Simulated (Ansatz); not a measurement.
# CH₉GaSi₂: how energies converge with the basis set

The task here is to estimate one member of a computed series from the others.

Method: one geometry, several basis sets; program: Ansatz 0.2.0, Gaussian basis.

The runs, in order: PBE0-D4/def2-SVP; ωB97M-V/def2-SVP; PBE0-D4/def2-QZVPP; ωB97M-V/def2-QZVPP; the functionals' def2-TZVPP values are taken from earlier runs.

## Structure used throughout

The geometry comes from an earlier relaxation with PBE0-D4 in a triple-zeta def2 set; it is a stationary point, not always the lowest conformer.

SMILES `[CH3][Ga]([SiH3])[SiH3]`, 13 atoms, charge 0, spin multiplicity 1.

Atoms are counted from 1 here; the program's logs count them from 0.

Bond lengths: C1–Ga2 1.976 Å, C1–H5 1.091 Å, C1–H6 1.091 Å, C1–H7 1.096 Å, Ga2–Si3 2.423 Å, Ga2–Si4 2.423 Å, Si3–H8 1.489 Å, Si3–H9 1.492 Å, Si3–H10 1.493 Å, Si4–H11 1.492 Å, Si4–H12 1.489 Å, Si4–H13 1.493 Å. Angles: Ga2–C1–H5 112.1°, Ga2–C1–H6 112.0°, Ga2–C1–H7 108.1°, H5–C1–H6 109.4°, H5–C1–H7 107.5°, H6–C1–H7 107.5°, C1–Ga2–Si3 118.7°, C1–Ga2–Si4 118.7°, Si3–Ga2–Si4 122.6°, Ga2–Si3–H8 113.5°, Ga2–Si3–H9 111.0°, Ga2–Si3–H10 109.9°, H8–Si3–H9 107.7°, H8–Si3–H10 107.5°, H9–Si3–H10 106.9°, Ga2–Si4–H11 110.7°, Ga2–Si4–H12 113.6°, Ga2–Si4–H13 110.2° and more.

The first run:

Contents of in.yaml:

```yaml
crystal:
  periodic: [false, false, false]
  atoms:
    - {symbol: C, position_ang: [-0.038975, 1.756098, -1.157175]}
    - {symbol: Ga, position_ang: [-0.035084, 0.115257, -0.056580]}
    - {symbol: Si, position_ang: [0.914301, 0.208813, 2.171193]}
    - {symbol: Si, position_ang: [-0.902320, -1.932661, -1.019489]}
    - {symbol: H, position_ang: [-0.844220, 1.754523, -1.893242]}
    - {symbol: H, position_ang: [-0.107641, 2.657979, -0.547016]}
    - {symbol: H, position_ang: [0.908839, 1.800287, -1.704760]}
    - {symbol: H, position_ang: [0.787928, -1.069195, 2.924611]}
    - {symbol: H, position_ang: [0.267580, 1.280259, 2.983487]}
    - {symbol: H, position_ang: [2.367438, 0.540788, 2.091164]}
    - {symbol: H, position_ang: [-2.318457, -1.751718, -1.453664]}
    - {symbol: H, position_ang: [-0.860029, -3.093767, -0.088423]}
    - {symbol: H, position_ang: [-0.118861, -2.301665, -2.235106]}
basis:
  gaussian: {orbitals: def2-SVP}
hamiltonian: {xc: pbe0, dispersion: d4}
output: {orbitals: {seedname: orbitals}}
```

Among the steps run: PBE0-D4 in def2-SVP; ωB97M-V in def2-SVP; PBE0-D4 in def2-QZVPP; ωB97M-V in def2-QZVPP.

One of the session's tables, all rows but one given; the rest of the session is left out.

It belongs to the step «Density functionals: the series». 

```
functional       basis  HOMO (eV)  LUMO (eV)
   PBE0-D4    def2-SVP      -7.05      -2.08
   PBE0-D4  def2-TZVPP      -7.04      -2.11
   PBE0-D4  def2-QZVPP      -7.04      -2.13
   ωB97M-V    def2-SVP          ?          ?
   ωB97M-V  def2-TZVPP      -8.97      -0.40
   ωB97M-V  def2-QZVPP      -8.98      -0.47
```

Q: Estimate the row for ωB97M-V, def2-SVP from the others.

The run gave: HOMO (eV): -8.96; LUMO (eV): -0.35. In the column «HOMO (eV)» it lies between ωB97M-V, def2-TZVPP (-8.97) and PBE0-D4, def2-SVP (-7.05).
